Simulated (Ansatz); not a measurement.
Runs of Ansatz 0.2.0 on Sn3Te. It takes space group I4/mmm (No. 139, tetragonal). Conventional cell: a = 4.602 Å, b = 4.602 Å, c = 11.033 Å, α = 90.00°, β = 90.00°, γ = 90.00°. Te (site symmetry 4/mmm) is surrounded by 12 Sn at 3.25 to 3.59 Å. Sn (site symmetry 4/mmm) has 4 Te at 3.25 Å and 8 Sn at 3.59 Å as nearest neighbours. Around Sn (site symmetry -4m2) lie 8 Sn at 3.25 to 3.59 Å and 4 Te at 3.59 Å. The cell comes from a database or a generator and needn't be the stable form of this composition.

```csv
level,cutoff (eV),gap on the mesh (eV),pressure (GPa)
r2SCAN,500,none,(a)
PBEsol,420,none,-3.2
HSE06,420,none,-2.0
LDA,420,none,(b)
RPBE,420,none,0.7
r2SCAN0,500,none,-2.1
BLYP,420,none,3.8
revPBE,420,none,0.4
PBE0,420,none,-2.0
```

Alike in all rows: task projected density of states; potentials or basis Ansatz PAW; no spin polarisation; cell as given; k mesh 5 × 5 × 5; smearing fermi-dirac 0.05 eV; the mesh is coarse, so values aren't converged.

Problem. Fill in the values left out.

Solution. (a) -1.2; (b) -4.4.

Caveats: all runs use coarse meshes; the PAW data sets come from PBE, with cores solved anew for the run's functional, which leaves a small shift of forces and pressure; the density of states is complete only up to the lowest level of the last band computed; the thresholds are loose for stress (some runs).

A k mesh can miss the band edges, and the runs leave out spin-orbit coupling on Sn, Te.

A gap of «none» marks a metal or a gap under the smearing width.

Runs at the PBE level aren't shown here.
